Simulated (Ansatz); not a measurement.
# CH5FInN: one species, many methods

Aim: compute CH5FInN with functionals from several rungs and with coupled cluster, and see how far each lands from CCSD(T) at the basis-set limit for the atomisation energy.

Program: Ansatz 0.2.0, Gaussian basis. Level of theory: functionals in def2-TZVPP, the program's frozen cores in correlated methods. These are calculated values, not measurements.

The runs, in order: LDA (SPW92), PBE-D4, revPBE-D4, BLYP-D4, r2SCAN-D4, B97M-V, PBE0-D4, B3LYP-D4, r2SCANh-D4, r2SCAN0-D4, HSE06-D4, BHLYP-D4, CAM-B3LYP-D4, LC-ωPBE, ωB97X-V, ωB97M-V, B2PLYP, PBE-QIDH; CCSD(T)/def2-SVP; CCSD(T)/def2-TZVPP; MP2/def2-QZVPP; extrapolation to the limit; RPA on PBE.

## Step 1: Structure used throughout

The geometry comes from an earlier relaxation with PBE0-D4 in a triple-zeta def2 set; it is a stationary point, not always the lowest conformer. In takes the def2 core potential; no spin-orbit term is included.

SMILES `C[NH][InH][F]`, 9 atoms, charge 0, spin multiplicity 1.

Atoms are counted from 1 here; the program's logs count them from 0.

Bond lengths: C1–N2 1.447 Å, C1–H5 1.097 Å, C1–H6 1.097 Å, C1–H7 1.091 Å, N2–In3 1.984 Å, N2–H8 1.006 Å, In3–F4 1.963 Å, In3–H9 1.685 Å. Angles: N2–C1–H5 112.1°, N2–C1–H6 112.2°, N2–C1–H7 109.8°, H5–C1–H6 107.8°, H5–C1–H7 107.4°, H6–C1–H7 107.4°, C1–N2–In3 125.2°, C1–N2–H8 113.9°, In3–N2–H8 120.9°, N2–In3–F4 104.9°, N2–In3–H9 137.6°, F4–In3–H9 117.5°.

As a file:

```tsv
atom	x (Å)	y (Å)	z (Å)
C1	-0.0116	0.8451	-1.0012
N2	-0.6880	0.1494	0.0722
In3	0.1617	-1.1541	1.3031
F4	2.0323	-1.2578	0.7162
H5	-0.4550	0.6243	-1.9801
H6	-0.0276	1.9335	-0.8638
H7	1.0345	0.5363	-1.0395
H8	-1.6613	0.3885	0.1643
H9	-0.2965	-2.1116	2.6117
```

## Step 2: LDA

This LDA is Slater exchange with PW92 correlation.

Contents of in.yaml:

```yaml
crystal:
  periodic: [false, false, false]
  atoms:
    - {symbol: C, position_ang: [-0.011580, 0.845120, -1.001184]}
    - {symbol: N, position_ang: [-0.688023, 0.149432, 0.072249]}
    - {symbol: In, position_ang: [0.161727, -1.154130, 1.303091]}
    - {symbol: F, position_ang: [2.032342, -1.257802, 0.716195]}
    - {symbol: H, position_ang: [-0.454982, 0.624273, -1.980062]}
    - {symbol: H, position_ang: [-0.027591, 1.933490, -0.863807]}
    - {symbol: H, position_ang: [1.034450, 0.536349, -1.039485]}
    - {symbol: H, position_ang: [-1.661323, 0.388487, 0.164283]}
    - {symbol: H, position_ang: [-0.296521, -2.111617, 2.611720]}
basis:
  gaussian: {orbitals: def2-TZVPP}
hamiltonian: {xc: lda}
output: {orbitals: {seedname: orbitals}}
```

The runs that follow: PBE-D4 (GGA); revPBE-D4 (GGA); BLYP-D4 (GGA); r2SCAN-D4 (meta-GGA); B97M-V (meta-GGA); PBE0-D4 (hybrid); B3LYP-D4 (hybrid); r2SCANh-D4 (hybrid); r2SCAN0-D4 (hybrid); HSE06-D4 (hybrid); BHLYP-D4 (hybrid); CAM-B3LYP-D4 (range-separated); LC-ωPBE-D4 (range-separated); ωB97X-V (range-separated); ωB97M-V (range-separated); B2PLYP (double hybrid); PBE-QIDH (double hybrid); CCSD(T) in def2-SVP; CCSD(T) in def2-TZVPP; MP2 in def2-QZVPP; RPA on PBE orbitals.

Q: Predict the results of all the runs planned. Wanted: atomisation energy, CCSD(T)/CBS; farthest beyond LDA; mean size of error, GGA; mean size of error, meta-GGA; mean size of error, hybrid; mean size of error, range-separated; mean size of error, double hybrid; gap, smallest and largest; T1 diagnostic.

The runs gave:

```
                               quantity                                                                          value
        atomisation energy, CCSD(T)/CBS                                                                 696.0 kcal/mol
functionals within 7.0 kcal/mol (1.0 %)  BLYP-D4, r2SCAN-D4, B97M-V, B3LYP-D4, CAM-B3LYP-D4, LC-ωPBE, ωB97X-V, ωB97M-V
                    farthest beyond LDA                                                      BHLYP-D4 (-30.2 kcal/mol)
                mean size of error, GGA                                                                   8.2 kcal/mol
           mean size of error, meta-GGA                                                                   4.9 kcal/mol
             mean size of error, hybrid                                                                  14.1 kcal/mol
    mean size of error, range-separated                                                                   1.2 kcal/mol
      mean size of error, double hybrid                                                                  13.2 kcal/mol
              gap, smallest and largest                                          3.68 eV (BLYP-D4), 10.26 eV (LC-ωPBE)
                          T1 diagnostic                                                                         0.0159
triples share of the correlation energy                                                                          3.3 %
```

In words: LDA overbinds by 103.2 kcal/mol (15 %). PBE-D4 is off by +8.3 kcal/mol. Double hybrids carry the basis error of their MP2 part in triple zeta, and no dispersion term here, so their miss is partly the set-up's. The rungs range-separated, meta-GGA miss on average by less than the doubt on the reference (7.0 kcal/mol), so they tie. The reference freezes the cores and leaves out spin-orbit coupling and excitations past (T), and its outer-core shells are covered unevenly, so misses under about 7.0 kcal/mol can't be ranked. All levels share the lack of spin-orbit coupling, which lowers the free heavy atoms and so the true binding. Hartree-Fock recovers 68 % of the binding; the rest is correlation. CCSD(T) in def2-SVP is off by -49.5 kcal/mol, which most functionals beat. Orbital gaps span 3.7 to 10.3 eV; exact exchange widens them. Correlated methods include outer-core shells of In, which these sets cover unevenly.
